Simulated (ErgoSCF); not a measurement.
**UBPW91(Ergo)/Ahlrichs pVDZ run of GeH3 (SMILES [GeH3])**

Aim: the vertical ionisation energy of GeH3 at UBPW91(Ergo)/Ahlrichs pVDZ, from 2 runs. 

Program for the calculation: ErgoSCF 3.8.

5 further runs of the same task are left out: 5 set aside as unsound or not needed.

### Step 1. The molecule

GeH3 has 4 atoms, charge 0, and is taken as a doublet. As SMILES, `[GeH3]`. The shape is that of a PBE0-D4/def2-TZVP optimisation.

Bond lengths: Ge1–H2 1.539 Å, Ge1–H3 1.539 Å, Ge1–H4 1.539 Å. Angles: H2–Ge1–H3 111.1°, H2–Ge1–H4 111.1°, H3–Ge1–H4 111.1°.

### Step 2. The energy at UBPW91(Ergo)/Ahlrichs pVDZ

File job.ego:

```
set_nthreads("env")
scf.use_diagonalization = 1
basis = "Ahlrichs-pVDZ"
scf.max_number_of_iterations = 80
tmpdir = "."
scf.output_mulliken_pop = 1
spin_polarization = 1
scf.convergence_threshold = 1e-06
molecule_inline
Ge     0.40553523    -0.23791652    -0.47129770
H      1.99366106     0.20711398     1.92430811
H     -1.66825022    -2.22212895    -0.00018897
H     -0.73094607     2.25293149    -1.45282144
EOF
run "BPW91"
```

On the command line:

```bash
$ ergo < job.ego
```

The program printed:

```text
[...]
INDF Weighted mixed functional:
[...]
INSC Energy   1 =      -1140.59793934648
[...]
INDE E_LUMO =         -0.12282009009
[...]
INSC Energy  15 =      -2078.67064273582  ( diff     -0.000000000541149 )
[...]
RESC CONVERGED after  15 iterations.
RESC FINAL ENERGY:      -2078.67064273582
RESC FINAL <S2> =          0.75282593436
[...]
INSC SCF: dipole_moment_x [atomic units] =      -0.00770516
INSC SCF: dipole_moment_y [atomic units] =       0.00453923
INSC SCF: dipole_moment_z [atomic units] =       0.00897541
[...]
```

Run time: 4.5 s. Hardware: 1 thread of Arm Neoverse V2, shared host.

### Step 3. The singlet cation

File job.ego:

```
set_nthreads("env")
molecule_inline
Ge 0.40553523 -0.23791652 -0.47129770
H  1.99366106 0.20711398 1.92430811
H  -1.66825022 -2.22212895 -0.00018897
H  -0.73094607 2.25293149 -1.45282144
EOF
scf.use_diagonalization = 1
tmpdir = "."
scf.max_number_of_iterations = 80
scf.convergence_threshold = 1e-06
charge = 1
spin_polarization = 0
basis = "Ahlrichs-pVDZ"
scf.force_unrestricted = 1
scf.output_mulliken_pop = 1
run "BPW91"
```

On the command line:

```bash
$ ergo job.ego
```

The program printed:

```text
[...]
INDF Weighted mixed functional:
[...]
INSC Energy   1 =      -1116.37921781340
[...]
INDE E_LUMO =         -0.44626733195
[...]
INSC Energy  28 =      -2078.34621011147  ( diff     -0.000000000000909 )
[...]
RESC CONVERGED after  28 iterations.
RESC FINAL ENERGY:      -2078.34621011147
RESC FINAL <S2> =          0.00000000000
[...]
INSC SCF: dipole_moment_x [atomic units] =       0.49106800
INSC SCF: dipole_moment_y [atomic units] =      -0.28810449
INSC SCF: dipole_moment_z [atomic units] =      -0.57070748
[...]
```

It took 8.1 s on 1 thread of Arm Neoverse V2, shared host.

### Step 4. Summary of results

At UBPW91(Ergo)/Ahlrichs pVDZ:

| quantity | value |
| --- | --- |
| doublet GeH3: total energy | -2078.67064 Eh |
| doublet GeH3: dipole moment | 0.03 D |
| doublet GeH3: ⟨S²⟩ | 0.753 |
| singlet cation: total energy | -2078.34621 Eh |
| vertical ionisation energy (to the singlet cation) | 8.828 eV |

**Reading.** The vertical ionisation energy comes to 8.83 eV (852 kJ/mol). Only the singlet of the ionised species was computed; a triplet could lie lower. Mulliken charges (doublet GeH3) run from -0.03 on H2 to +0.10 on Ge1; they depend strongly on the basis. Mulliken charges (singlet cation) run from +0.11 on H2 to +0.68 on Ge1; they depend strongly on the basis.
